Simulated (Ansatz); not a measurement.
# CH9BSi3: the cost of one run

Computed with Ansatz 0.2.0, Gaussian basis. Level: functionals in def2-TZVPP, the program's frozen cores in correlated methods.

Plan: PBE-D4, r2SCAN-D4, PBE0-D4, B3LYP-D4, ωB97X-V, ωB97M-V, B2PLYP; CCSD(T)/def2-TZVPP; MP2/def2-QZVPP; extrapolation to the limit.

## 1. Structure used throughout

An earlier PBE0-D4 in a triple-zeta def2 set relaxation fixed the geometry.

14 atoms, charge 0, spin multiplicity 1.

Atoms are counted from 1 here; the program's logs count them from 0.

Bond lengths: C1–Si2 1.873 Å, C1–H6 1.091 Å, C1–H7 1.092 Å, C1–H8 1.093 Å, Si2–Si3 2.342 Å, Si2–H9 1.492 Å, Si2–H10 1.489 Å, Si3–B4 1.895 Å, Si3–Si5 2.569 Å, Si3–H11 1.493 Å, B4–Si5 1.885 Å, B4–H12 1.190 Å, Si5–H13 1.488 Å, Si5–H14 1.484 Å. Angles: Si2–C1–H6 111.7°, Si2–C1–H7 110.4°, Si2–C1–H8 109.8°, H6–C1–H7 108.2°, H6–C1–H8 108.3°, H7–C1–H8 108.4°, C1–Si2–Si3 113.4°, C1–Si2–H9 109.5°, C1–Si2–H10 111.2°, Si3–Si2–H9 104.9°, Si3–Si2–H10 110.4°, H9–Si2–H10 107.1°, Si2–Si3–B4 128.5°, Si2–Si3–Si5 96.5°, Si2–Si3–H11 110.9°, B4–Si3–Si5 47.0°, B4–Si3–H11 120.5°, Si5–Si3–H11 136.1° and more.

## 2. PBE-D4 (GGA)

in.yaml

```yaml
crystal:
  periodic: [false, false, false]
  atoms:
    - {symbol: C, position_ang: [-1.159882, 1.819786, -0.189498]}
    - {symbol: Si, position_ang: [0.484794, 1.351637, 0.573518]}
    - {symbol: Si, position_ang: [0.653441, -0.924580, 1.096259]}
    - {symbol: B, position_ang: [-0.358505, -2.371746, 0.408321]}
    - {symbol: Si, position_ang: [0.243097, -1.800145, -1.284114]}
    - {symbol: H, position_ang: [-1.313619, 1.326329, -1.149962]}
    - {symbol: H, position_ang: [-1.980736, 1.538410, 0.473027]}
    - {symbol: H, position_ang: [-1.199735, 2.900094, -0.348670]}
    - {symbol: H, position_ang: [0.647708, 2.057871, 1.877890]}
    - {symbol: H, position_ang: [1.618930, 1.770004, -0.295703]}
    - {symbol: H, position_ang: [1.669522, -1.152235, 2.166075]}
    - {symbol: H, position_ang: [-0.348609, -3.493049, 0.806823]}
    - {symbol: H, position_ang: [0.925994, -2.636898, -2.307505]}
    - {symbol: H, position_ang: [0.104602, -0.414778, -1.797561]}
basis:
  gaussian: {orbitals: def2-TZVPP}
hamiltonian: {xc: pbe, dispersion: d4}
output: {forces: true, orbitals: {seedname: orbitals}}
```

Command:

```console
$ ansatz run in.yaml --threads 4 --pin off --events-out ev --progress --plain --max-ram 10444MiB
```

What time and memory should one allow on 4 threads of Intel Xeon Platinum 8259CL at 2.50GHz, shared host?

About 4.3 s, with a peak of 0.54 GiB.
